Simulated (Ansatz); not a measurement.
# Ni3O: the cost of one run

Program: Ansatz 0.2.0. Level of theory: DFT PBE, scalar-relativistic, plane waves, PAW. These are calculated values, not measurements.

### Step 1. Starting point

The structure is cubic, space group Pm-3m (No. 221). Conventional cell: a = 3.662 Å, b = 3.662 Å, c = 3.662 Å, α = 90.00°, β = 90.00°, γ = 90.00°. Ni (site symmetry 4/mmm) has 8 Ni at 2.59 Å and 4 O at 2.59 Å in its first shell of neighbours. O (site symmetry m-3m) is surrounded by 12 Ni at 2.59 Å.

As a file:

```xyz
4
Lattice="3.6619 0.0000 0.0000 0.0000 3.6619 0.0000 0.0000 0.0000 3.6619" Properties=species:S:1:pos:R:3 pbc="T T T"
Ni    0.0000    1.8310    1.8310
Ni    1.8310    1.8310    0.0000
Ni    1.8310    0.0000    1.8310
O     0.0000    0.0000    0.0000
```

A structure generator made this guess: species swapped into a database cell of NdHo3 (Pm-3m, No. 221), with O on the Nd sites and Ni on the Ho sites. The dimensions are guesses.

### Step 2. A first look at the guess

Input file input.yaml:

```yaml
crystal:
  lattice:
    - [3.66193855, 0.0, 0.0]
    - [0.0, 3.66193855, 0.0]
    - [0.0, 0.0, 3.66193855]
  atoms:
    - { symbol: Ni, position: [0.0, 0.5, 0.5], spin: 2.0 }
    - { symbol: Ni, position: [0.5, 0.5, 0.0], spin: 2.0 }
    - { symbol: Ni, position: [0.5, 0.0, 0.5], spin: 2.0 }
    - { symbol: O, position: [0.0, 0.0, 0.0] }
basis:
  ecutwfc: 420
kpoints:
  mp_grid: { grid: [6, 6, 6] }
hamiltonian:
  xc: pbe
scf:
  occupations: { method: gaussian, width: 0.1 }
  lower_state_search: "off"
output:
  forces: true
  stress: true
  eigenvalues: true
  populations: true
magnetization:
  spin_polarized: true
```

Launch:

```sh
> ansatz run input.yaml --threads 1 --pin off --max-ram 2560MiB --backend cpu --events-out ev --progress --plain --runs-dir out
```

What time and memory should one allow on 1 thread of Intel Xeon at 2.50GHz (Skylake/Cascade Lake), shared host?

About 14 s, with a peak of 0.37 GiB.
